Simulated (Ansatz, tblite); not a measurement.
# Si(vinyl)3(NMe2) (C₈H₁₅NSi): a ladder of methods and basis sets

How do method and basis change the picture of Si(vinyl)3(NMe2) (C₈H₁₅NSi) (singlet)?

Program: Ansatz 0.2.0, Gaussian basis. Level of theory: as each input shows. These are calculated values, not measurements.

The runs, in order: GFN1-xTB, GFN2-xTB, PBE-D4/def2-TZVP, r2SCAN-D4/def2-TZVP, B3LYP-D4/def2-TZVP, CAM-B3LYP-D4/def2-TZVP, B97M-V/def2-TZVP, LC-ωPBE(0.10)/def2-SVP, LC-ωPBE(0.15)/def2-SVP, LC-ωPBE(0.20)/def2-SVP, LC-ωPBE(0.30)/def2-SVP, PBE-D4/def2-SVP, PBE0-D4/def2-SVP, HF/STO-3G, HF/6-31G, B3LYP-D4/6-31G, CCSD(T)/def2-TZVP, RPA/def2-TZVP.

### 1 The structure

The geometry is that of the singlet, from an earlier relaxation (PBE-D4/def2-SVP).

25 atoms, charge 0, spin multiplicity 1.

Bond lengths: Si1–C2 1.884 Å, Si1–C7 1.885 Å, Si1–C12 1.881 Å, Si1–N17 1.761 Å, C2–C3 1.348 Å, C2–H4 1.107 Å, C3–H5 1.105 Å, C3–H6 1.104 Å, C7–C8 1.350 Å, C7–H9 1.108 Å, C8–H10 1.105 Å, C8–H11 1.105 Å, C12–C13 1.349 Å, C12–H14 1.107 Å, C13–H15 1.104 Å, C13–H16 1.104 Å, N17–C18 1.449 Å, N17–C19 1.452 Å and more. Angles: C2–Si1–C7 109.2°, C2–Si1–C12 109.6°, C2–Si1–N17 108.3°, C7–Si1–C12 109.5°, C7–Si1–N17 112.3°, C12–Si1–N17 107.9°, Si1–C2–C3 123.3°, Si1–C2–H4 118.4°, C3–C2–H4 118.2°, C2–C3–H5 120.9°, C2–C3–H6 122.5°, H5–C3–H6 116.5°, Si1–C7–C8 124.5°, Si1–C7–H9 117.8°, C8–C7–H9 117.5°, C7–C8–H10 121.6°, C7–C8–H11 122.6°, H10–C8–H11 115.8° and more.

PBE0-D4/def2-TZVP was run before; its log isn't repeated, and its numbers join the tables.

### 2 GFN1-xTB

Tight binding, by tblite at 300 K electronic temperature and without a spin-polarisation term:

```python
tblite.interface.Calculator('GFN1-xTB', numbers, positions, charge=0, uhf=0).singlepoint()
```

Energy -814.9455 eV, HOMO -10.32 eV, LUMO -7.46 eV; 0.021 s.

### 3 GFN2-xTB

Tight binding, by tblite at 300 K electronic temperature and without a spin-polarisation term:

```python
tblite.interface.Calculator('GFN2-xTB', numbers, positions, charge=0, uhf=0).singlepoint()
```

Energy -797.3141 eV, HOMO -9.40 eV, LUMO -6.45 eV; 0.016 s.

### 4 PBE-D4/def2-TZVP

start.molden holds the orbitals of an earlier run on this state, given as this run's starting guess.

The input, in.yaml:

```yaml
crystal:
  periodic: [false, false, false]
  atoms:
    - {symbol: Si, position_ang: [0.087186, 0.423089, 0.047239]}
    - {symbol: C, position_ang: [0.132196, 0.687949, 1.912376]}
    - {symbol: C, position_ang: [-0.721319, 0.087128, 2.766114]}
    - {symbol: H, position_ang: [0.855864, 1.417572, 2.323805]}
    - {symbol: H, position_ang: [-1.470798, -0.638628, 2.403239]}
    - {symbol: H, position_ang: [-0.715703, 0.289158, 3.851839]}
    - {symbol: C, position_ang: [1.850037, 0.408315, -0.618927]}
    - {symbol: C, position_ang: [2.955873, 0.288107, 0.145677]}
    - {symbol: H, position_ang: [1.987214, 0.422846, -1.718475]}
    - {symbol: H, position_ang: [2.896731, 0.254691, 1.248622]}
    - {symbol: H, position_ang: [3.970998, 0.215875, -0.283984]}
    - {symbol: C, position_ang: [-0.879931, 1.817012, -0.764469]}
    - {symbol: C, position_ang: [-0.324648, 2.768813, -1.542066]}
    - {symbol: H, position_ang: [-1.961425, 1.894475, -0.539662]}
    - {symbol: H, position_ang: [0.751879, 2.761438, -1.788477]}
    - {symbol: H, position_ang: [-0.911185, 3.604056, -1.964095]}
    - {symbol: N, position_ang: [-0.762503, -1.085362, -0.277077]}
    - {symbol: C, position_ang: [-1.625805, -1.271451, -1.425992]}
    - {symbol: C, position_ang: [-0.231471, -2.328728, 0.251947]}
    - {symbol: H, position_ang: [-1.116875, -1.798113, -2.272792]}
    - {symbol: H, position_ang: [-1.985468, -0.297188, -1.811506]}
    - {symbol: H, position_ang: [-2.520960, -1.882831, -1.159703]}
    - {symbol: H, position_ang: [0.417881, -2.137002, 1.129488]}
    - {symbol: H, position_ang: [-1.052518, -3.006466, 0.586055]}
    - {symbol: H, position_ang: [0.374768, -2.894767, -0.499198]}
basis:
  gaussian: {orbitals: def2-TZVP, fitting: {mean_field: def2-universal-jkfit}, initial_orbitals: start.molden}
hamiltonian: {xc: pbe, dispersion: d4}
scf: {omitted_lower_state_checks: [starts]}
output: {orbitals: {seedname: orbitals}}
```

Launch:

```console
$ ansatz run in.yaml --threads 2 --pin off --events-out ev --progress --plain --max-ram 22528MiB --backend cuda --devices 0, --max-vram 18GiB
```

Further steps of the session: r2SCAN-D4/def2-TZVP; B3LYP-D4/def2-TZVP; CAM-B3LYP-D4/def2-TZVP; B97M-V/def2-TZVP; LC-ωPBE(0.10)/def2-SVP; LC-ωPBE(0.15)/def2-SVP; LC-ωPBE(0.20)/def2-SVP; LC-ωPBE(0.30)/def2-SVP; PBE-D4/def2-SVP; PBE0-D4/def2-SVP; HF/STO-3G; HF/6-31G; B3LYP-D4/6-31G; CCSD(T)/def2-TZVP; RPA/def2-TZVP.

Before running them: what should the planned runs give, taken together? Wanted: gap in def2-TZVP, named functionals, smallest and largest; gap over the ω; correlation energy, CCSD(T)/def2-TZVP; binding an atom, CCSD(T)/def2-TZVP; PBE0 total energy, smallest basis above largest.

**Answer**, as computed:

```
                                                 quantity                                     value
gap in def2-TZVP, named functionals, smallest and largest  3.10 eV (PBE-D4), 7.86 eV (CAM-B3LYP-D4)
                                  gap over the ω (1/bohr)            5.99 eV at 0.1, 9.48 eV at 0.3
                    correlation energy, CCSD(T)/def2-TZVP                                 -48.56 eV
                       binding an atom, CCSD(T)/def2-TZVP                                  4.087 eV
          PBE0 total energy, smallest basis above largest            13.54 eV (def2-SVP, def2-TZVP)
```

**Reading.** Orbital gaps of the named functionals in def2-TZVP span 3.10 eV (PBE-D4) to 7.86 eV (CAM-B3LYP-D4); exact exchange widens it. Raising the ω (1/bohr) from 0.1 to 0.3 moves the HOMO by -1.94 eV and the LUMO by +1.54 eV. A small miss in a minimal or small basis is a cancelling of errors, not accuracy. The functionals in def2-TZVP miss CCSD(T)/def2-TZVP by +0.141 (B97M-V) to +0.243 eV (PBE-D4) an atom. CCSD(T)/def2-TZVP isn't at the basis-set limit; small misses against it rank nothing.
